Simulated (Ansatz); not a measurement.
# B3As4: the cost of one run

Method: DFT PBE, scalar-relativistic, plane waves, PAW, unless a step names another level, in Ansatz 0.2.0.

4 further runs of the same task are left out: 4 set aside as unsound or not needed. Runs told in other sessions of the task aren't counted.

## 1. The formula and the candidates

Pauling electronegativities: B 2.04, As 2.18 (spread 0.14). No set of common oxidation states balances it. Tabulated atomic sizes suggest about 16 Å³/atom. 24 candidates were drawn, by swapping species into database cells of other compounds, at random by space group and Wyckoff sites, or by hand, as the table says:

```tsv
name	made from	space group no.	Wyckoff sites	atoms (primitive cell)	V (Å³/atom)
c01	random	2	B 2i, 1c; As 1h, 1e, 2i	7	18.3
c02	random	191	B 2e, 1b; As 3g, 1a	7	19.5
c03	database cell of Ti4H3	111	B 1a, 1c, 1d; As 4n	7	16.4
c04	random	187	B 2i, 1e; As 3k, 1c	7	17.1
c05	random	139	B 4e, 2a; As 4c, 4d	7	20.5
c06	database cell of W3N4	221	B 3c; As 1b, 3d	7	13.7
c07	random	229	B 6b; As 8c	7	18.6
c08	random	187	B 1b, 2g; As 2g, 2i	7	16.3
c09	random	187	B 2g, 1e; As 2h, 2g	7	20.9
c10	random	71	B 4g, 2c; As 8k	7	17.3
c11	random	189	B 3f; As 1a, 3f	7	18.0
c12	database cell of Fe3S4	166	B 3b, 6c; As 6c, 6c	7	15.8
c13	database cell of Ni3Sn4	12	B 2a, 4i; As 4i, 4i	7	14.9
c14	random	189	B 2d, 1b; As 3f, 1a	7	16.2
c15	database cell of Sn4As3	166	B 3a, 6c; As 6c, 6c	7	16.0
c16	random	107	B 4b, 2a; As 8d	7	17.3
c17	random	71	B 4i, 2c; As 2a, 4h, 2d	7	20.0
c18	random	191	B 2e, 1a; As 3f, 1b	7	16.5
c19	random	191	B 2c, 1b; As 4h	7	16.6
c20	database cell of Nb3S4	164	B 2c, 1b; As 2d, 2d	7	14.8
c21	database cell of Ni3O4	65	B 4f, 2a; As 4h, 4i	7	17.7
c22	random	156	B 3d; As 3d, 1a	7	21.0
c23	random	189	B 3g; As 4h	7	20.4
c24	random	12	B 4h, 2c; As 8j	7	16.2
```

## 2. Screening run of c04

File input.yaml:

```yaml
crystal:
  lattice:
    - [5.54747914, 0.0, 0.0]
    - [-2.77373957, 4.80425786, 0.0]
    - [0.0, 0.0, 4.49348876]
  atoms:
    - { symbol: B, position: [0.66666667, 0.33333333, 0.68776024] }
    - { symbol: B, position: [0.66666667, 0.33333333, 0.31223976] }
    - { symbol: B, position: [0.66666667, 0.33333333, 0.0] }
    - { symbol: As, position: [0.86774181, 0.13225819, 0.5] }
    - { symbol: As, position: [0.86774181, 0.73548361, 0.5] }
    - { symbol: As, position: [0.26451639, 0.13225819, 0.5] }
    - { symbol: As, position: [0.33333333, 0.66666667, 0.0] }
basis:
  ecutwfc: 420
kpoints:
  mp_grid: { grid: [4, 4, 4] }
hamiltonian:
  xc: pbe
scf:
  occupations: { method: gaussian, width: 0.2 }
  lower_state_search: "off"
output:
  forces: true
  stress: true
  eigenvalues: true
relax:
  adjacent_minimum: "off"
  f_tol: 0.08
  max_steps: 16
  cell: { stress_tol: 0.8 }
```

Launch:

```
$ ansatz run input.yaml --threads 1 --pin off --max-ram 2560MiB --backend cpu --events-out ev --progress --plain --runs-dir out
```

What time and memory should one allow on 1 thread of Intel Xeon Platinum 8375C at 2.90GHz (Ice Lake), shared host?

About 27 s, with a peak of 0.44 GiB.
